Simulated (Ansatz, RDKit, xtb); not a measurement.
**Isomers of B3N4H6F, a sample narrowed down**

A sample of isomers of B3N4H6F is drawn. Aim: find which of them has the lowest free energy at 298.15 K, then its properties. The sample is small against all isomers, and the most stable one of this formula need not be in it.

Plan: many cheap relaxations first (GFN2-xTB), then density-functional screening, relaxation at B3LYP-D3(BJ)/def2-SVP, vibrations (at GFN2-xTB) and a final energy. The numbers are computed, not measured.

### Step 1. Candidates

Isomers were taken from a list of plausible structures; this is a sample, not all of them. That gives 3 candidates.

```csv
label,SMILES,spin
c101,NN1BNB(F)NB1,singlet
c202,NB1NBNB(F)N1,singlet
c961,NN1BNBNB1F,singlet
```

Candidates are built by distance geometry, with a force field where one applies, in up to four conformers (letters a to d).

**Question.** With final energies at CCSD(T)/def2-SVP + MP2/def2-TZVPP - MP2/def2-SVP, which structure will this search put lowest in free energy, and by what margin?

| quantity | value |
| --- | --- |
| lowest structure found | NB1NBNB(F)N1, singlet |
| next finalist | NN1BNBNB1F, singlet, 60.5 kcal/mol higher in G |
| share at equilibrium, among the finalists | 100.0 % |

The search ends on `NB1NBNB(F)N1`. Among the finalists first place is clear (60.5 kcal/mol); structures outside the list aren't covered. GFN2-xTB, HF/STO-3G, r2SCAN-D4/def2-SVP, B3LYP-D3(BJ)/def2-SVP, HF/def2-SVP and MP2/def2-SVP already put its bonding pattern lowest among the structures in one piece. Lowest found is not proven lowest: the search is finite, and each finalist counts with one conformer. Only 3 drawn patterns were tried, so whole families of isomers are missing, and the result ranks this sample alone. The lowest isomer need not be the one that is made and kept in a bottle, which depends on barriers.
